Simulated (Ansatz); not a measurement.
# NaGe+ (triplet): from Hartree-Fock to the top rungs at distance Ge1–Na2 = 10.946 Å, aug-cc-pVTZ

An exercise on one series of results from a longer session: the logs are not shown, and one member is left open.

Computed with Ansatz 0.2.0, Gaussian basis. Level: aug-cc-pVTZ, core rule «outside noble gas», up to 19 orbitals frozen.

To be run: UHF; CCSD(T) on ROHF; CCSD(T) on UHF; BCCD(T) on ROHF; CCSDT(Q) on ROHF; CCSDT(Q) on UHF; Full CI; Full CI in the symmetry of the determinant.

53 further runs of the same task are left out: 29 for a known fault of the program, 18 that didn't finish, 6 set aside as unsound or not needed.

**The geometry**

The geometry derives from a PBE0/def2-TZVP stationary point (not a proven minimum). One bond is set to the value named and the two fragments are kept rigid. No spin-orbit coupling is included. The filled d shell of Ge may be among the frozen orbitals whatever the setting's name suggests; the logs give the count.

2 atoms, charge 1, spin multiplicity 3.

Atoms are counted from 1 here; the program's logs count them from 0.

No contacts short enough for the rule that draws bonds.

Set-up of the first run:

Input file in.yaml:

```yaml
crystal:
  periodic: [false, false, false]
  atoms:
    - {symbol: Ge, position_ang: [0.000000, 0.000000, 0.000000]}
    - {symbol: Na, position_ang: [0.000000, 0.000000, 10.946000]}
basis:
  gaussian: {orbitals: aug-cc-pVTZ}
total_charge: 1
magnetization: {spin_polarized: true, initial_magnetization: 2}
hamiltonian: {xc: hf}
output: {orbitals: {seedname: orbitals}}
```

Started as:

```sh
ansatz run in.yaml --threads 1 --pin off --events-out ev --progress --plain --max-ram 2393MiB
```

Among the steps run: UHF; CCSD(T) on ROHF; CCSD(T) on UHF; BCCD(T) on ROHF; CCSDT(Q) on ROHF; CCSDT(Q) on UHF; Full CI; Full CI in the symmetry of the determinant.

One table of the session follows, with a row left open; its other results are not shown here.

| method | from FCI (meV) |
| --- | --- |
| ROHF | +1945.4 |
| UHF | +1840.7 |
| RMP2 | +466.9 |
| UMP2 | +461.8 |
| RCCSD | +72.3 |
| UCCSD | +58.5 |
| RCCSD(T) | +16.0 |
| UCCSD(T) | ? |
| BCCD(T) | +16.2 |
| RCCSDT | +1.1 |
| UCCSDT | -9.5 |
| RCCSDT(Q) | -0.1 |
| UCCSDT(Q) | -10.6 |
| FCI | 0 |

Estimate the missing values for UCCSD(T).

The run gave: from FCI (meV): +5.5. In the column «from FCI (meV)» it lies between RCCSDT (+1.1) and RCCSD(T) (+16.0).

To keep in mind: UCCSDT, UCCSDT(Q) fall below full CI: unrestricted runs freeze a spin-polarised core, another one than full CI's, and coupled cluster isn't variational. Levels on UHF freeze UHF's core orbitals, full CI those of ROHF, so the U rows can settle a little off it for that reason alone. Restricted and unrestricted rows rest on different reference determinants; where their highest levels disagree by more than a few hundredths of an eV, they describe different states and don't form one ladder.
